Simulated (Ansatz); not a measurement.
**CuCH₃ (singlet): from Hartree-Fock to the top rungs at a displaced geometry (v2), def2-SVP**

The task here is to estimate one member of a computed series from the others.

The runs use Ansatz 0.2.0, Gaussian basis; def2-SVP, core rule «outside noble gas», up to 10 orbitals frozen.

Plan: UHF; CCSD(T) on RHF; CISD; CCSDT(Q) on RHF; CASSCF and MRCISD+Q, 8 electrons in 8 orbitals; CASSCF and NEVPT2, 8 electrons in 8 orbitals.

5 further runs of the same task are left out: 2 that didn't finish, 3 set aside as unsound or not needed.

## What is computed

The geometry is a PBE0/def2-TZVP stationary point (not a proven minimum) with its atoms shifted at random (size 0.100 Å).

5 atoms, charge 0, spin multiplicity 1.

Atoms are counted from 1 here; the program's logs count them from 0.

Bond lengths: Cu1–C2 1.736 Å, C2–H3 1.148 Å, C2–H4 1.125 Å, C2–H5 1.145 Å. Angles: Cu1–C2–H3 111.6°, Cu1–C2–H4 117.4°, Cu1–C2–H5 110.7°, H3–C2–H4 101.0°, H3–C2–H5 101.2°, H4–C2–H5 113.3°.

Geometry (Å):

```xyz
5

Cu   -0.3494    0.0042    0.0013
C     1.3866   -0.0021    0.0012
H     1.8057   -1.0706   -0.0040
H     1.9063    0.4287    0.9015
H     1.7922    0.4007   -0.9914
```

Set-up of the first run:

in.yaml reads:

```yaml
crystal:
  periodic: [false, false, false]
  atoms:
    - {symbol: Cu, position_ang: [-0.349374, 0.004219, 0.001265]}
    - {symbol: C, position_ang: [1.386552, -0.002073, 0.001188]}
    - {symbol: H, position_ang: [1.805731, -1.070641, -0.004004]}
    - {symbol: H, position_ang: [1.906282, 0.428659, 0.901492]}
    - {symbol: H, position_ang: [1.792165, 0.400705, -0.991380]}
basis:
  gaussian: {orbitals: def2-SVP}
magnetization: {spin_polarized: true, initial_magnetization: 0}
hamiltonian: {xc: hf}
output: {orbitals: {seedname: orbitals}}
```

Launch:

```console
$ ansatz run in.yaml --threads 1 --pin off --events-out ev --progress --plain --max-ram 2393MiB
```

Among the steps run: UHF; CCSD(T) on RHF; CISD; CCSDT(Q) on RHF; CASSCF and MRCISD+Q, 8 electrons in 8 orbitals; CASSCF and NEVPT2, 8 electrons in 8 orbitals.

One of the session's tables, all rows but one given; the rest of the session is left out.

| method | from RCCSDT(Q) (meV) |
| --- | --- |
| RHF | +12962.1 |
| RMP2 | -89.1 |
| CISD | ? |
| RCCSD | +503.3 |
| RCCSD(T) | -35.4 |
| RCCSDT | -47.9 |
| RCCSDT(Q) | 0 |
| CASSCF frontier | +10496.3 |
| NEVPT2 frontier | +93.3 |
| MRCISD frontier | +1106.0 |
| MRCISD+Q frontier | +341.8 |

Q: Estimate the row for CISD from the others.

As computed: from RCCSDT(Q) (meV): +1704.8. In the column «from RCCSDT(Q) (meV)» it lies between MRCISD frontier (+1106.0) and CASSCF frontier (+10496.3).
